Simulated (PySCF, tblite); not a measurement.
# C₇H₁₂GeS: geometry, infrared bands and NMR shifts

Aim: predict the infrared bands and NMR shifts of C₇H₁₂GeS (`S[C@@H](C#C[CH2][GeH3])C1CC1`).

Programs: tblite 0.8.0 and PySCF 2.14.0, with density-fitted response routines of our own. Each step states its level of theory. These are calculated values for one molecule in the gas phase, unless marked as measured. Atoms count from 0, in the outputs and in this text.

## (1) The starting structure

21 atoms, charge 0, multiplicity 1; geometry from: force field or distance geometry start.

Bonds of the start (Å): S0–C1 1.83, C1–C2 1.45, C2–C3 1.22, C3–C4 1.46, C4–Ge5 1.94, C1–C6 1.54, C6–C7 1.53, C7–C8 1.52, C8–C6 1.51, S0–H9 1.41, C1–H10 1.11, C4–H11 1.12, C4–H12 1.11, Ge5–H13 1.55, Ge5–H14 1.55, Ge5–H15 1.55, C6–H16 1.12, C7–H17 1.12, C7–H18 1.11, C8–H19 1.11, C8–H20 1.12.

## (2) Optimising the geometry with GFN2-xTB

Job settings and geometry (Å):

```
{"job": {"kind": "relax", "xc": "GFN2-xTB", "basis": "xTB"}, "charge": 0, "multiplicity": 1}
S      1.774600    -2.457700     0.814300
C      1.285700    -0.944400    -0.096400
C     -0.153700    -0.942900    -0.273200
C     -1.359100    -0.917100    -0.440400
C     -2.810000    -0.902500    -0.610500
Ge    -3.502300     0.842700    -0.105100
C      1.703900     0.283500     0.727100
C      3.131000     0.775300     0.501800
C      1.954500     1.544500    -0.074000
H      1.377300    -3.306200    -0.235600
H      1.775400    -0.966400    -1.087500
H     -3.052500    -1.095700    -1.682200
H     -3.281200    -1.682600     0.023800
H     -3.155700     1.108800     1.384100
H     -2.843700     1.944800    -0.981800
H     -5.037000     0.870600    -0.288200
H      1.307600     0.438700     1.761100
H      3.714800     0.213400    -0.264500
H      3.594900     1.256000     1.386000
H      1.846100     1.458700    -1.171100
H      1.720500     2.495500     0.473300
```

The run is started by

```sh
$ OMP_NUM_THREADS=1 python probes_run.py task.json out
```

This one command runs all jobs of the session in turn.

**Question.** This job is followed by: GFN2-xTB harmonic vibrations, gas phase; GIAO PBE0/pcSseg-1 NMR shielding, non-relativistic, gas phase. Predict these results of the whole session: strongest single infrared mode (GFN2-xTB); zero-point energy (GFN2-xTB); 13C shifts against TMS (PBE0/pcSseg-1); 1H shifts against TMS (PBE0/pcSseg-1, means over atoms taken as alike); 33S shifts against CS2 (PBE0/pcSseg-1); 73Ge shifts against GeMe4 (PBE0/pcSseg-1).

As calculated:

| quantity | value |
| --- | --- |
| strongest single infrared mode (GFN2-xTB) | 2074 cm⁻¹, 465 km/mol |
| zero-point energy (GFN2-xTB) | 97.2 kcal/mol |
| 13C shifts against TMS (PBE0/pcSseg-1) | 89.7, 88.4, 41.2, 19.5, 8.7, 8.1, 0.5 ppm |
| 1H shifts against TMS (PBE0/pcSseg-1, means over atoms taken as alike) | 3.67, 2.90, 2.35, 2.02, 1.97, 0.98, 0.61, 0.61, 0.33, 0.31 ppm |
| 33S shifts against CS2 (PBE0/pcSseg-1) | 4 ppm |
| 73Ge shifts against GeMe4 (PBE0/pcSseg-1) | -223 ppm |

What this shows: The optimisation took 63 steps and gained 0.493 eV; among the close pairs (by a distance rule), S0–H9 changed most, from 1.407 to 1.332 Å. The lowest mode is slightly imaginary (7i cm⁻¹), a soft motion within the noise of the Hessian, so the minimum is not strictly shown. The strongest single mode, at 2074 cm⁻¹, moves mainly H15 and H14. Unscaled tight-binding wavenumbers are off by several per cent, some by more. Its intensities can rank the bands wrongly. At PBE0/pcSseg-1: The largest span, 530 ppm, is at S0, where the paramagnetic term is -556 ppm. Spin-orbit coupling is left out, which matters for shieldings and couplings at and beside the heavy atoms.
